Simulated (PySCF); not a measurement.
# PbS+: from the state search to spectroscopic constants

One table from this session's results is given with a row withheld; the runs are named, their logs left out.

The runs use PySCF 2.14.0; Pb def2-SVPD with ECP60, S def2-SVPD, scalar-relativistic core potentials.

Set-up of the first run:

A driver script around PySCF takes these settings:

* atoms: Pb, S
* charge: 1
* basis: Pb def2-SVPD with ECP60, S def2-SVPD
* Hamiltonian: scalar-relativistic core potentials
* basis functions: 59
* electrons treated: 37
* masses in u: 207.9766, 31.9721
* levels: PBE0, PBE, r²SCAN, PW91, B2PLYP, revPBE, ωB97X, HF, MP2, SCS-MP2, CCSD, CCSD(T)
* grid: 80 radial by 434 angular points
* occupations: held fixed by the projection of orbital angular momentum
* dissociation limit: Pb+ + S, each in its ground configuration
* starting distance in angstrom: 2.480
* values of 2S to try: 1, 3

The run is started by

```console
OMP_NUM_THREADS=1 python dia.py task.json out
```

Steps of the session up to this table: The job; PBE0 along the bond; Higher solutions at PBE0; PBE (GGA); r²SCAN (meta-GGA); PW91 (GGA); B2PLYP (double hybrid); revPBE; ωB97X (range-separated hybrid); UHF (mean field); MP2 and coupled cluster.

One table of the session follows, with a row left open; its other results are not shown here.

Energy (eV) from each level's lowest point:

| R (Å) | UHF | UHF-MP2 | UHF-SCS-MP2 | UHF-CCSD | UHF-CCSD(T) |
| --- | --- | --- | --- | --- | --- |
| 2.151 | 1.184 | 1.202 | 1.231 | n/a | n/a |
| 2.251 | 0.523 | 0.539 | 0.560 | 0.567 | 0.597 |
| 2.351 | 0.161 | 0.172 | 0.184 | 0.190 | 0.209 |
| 2.426 | 0.034 | 0.040 | 0.046 | 0.049 | 0.059 |
| 2.501 | 0.000 | 0.000 | 0.000 | 0.000 | 0.000 |
| 2.576 | ? | ? | ? | ? | ? |
| 2.676 | 0.167 | 0.156 | 0.143 | 0.129 | 0.105 |
| 2.801 | 0.411 | 0.424 | 0.405 | 0.347 | 0.308 |
| 2.951 | 0.714 | 0.985 | 0.961 | 0.674 | 0.631 |

Estimate the missing values for R (Å) = 2.576.

Worked estimate for «UHF». A straight line through the neighbours (2.501, 0.000) and (2.676, 0.167) gives 0.000 + (0.167 − 0.000) × (2.576 − 2.501) / (2.676 − 2.501) = 0.072; a parabola fitted to 4 rows on both sides gives 0.044.

As computed: UHF: 0.037; UHF-MP2: 0.031; UHF-SCS-MP2: 0.026; UHF-CCSD: 0.021; UHF-CCSD(T): 0.011. In «UHF» the line misses by +0.035 and the parabola by +0.007.
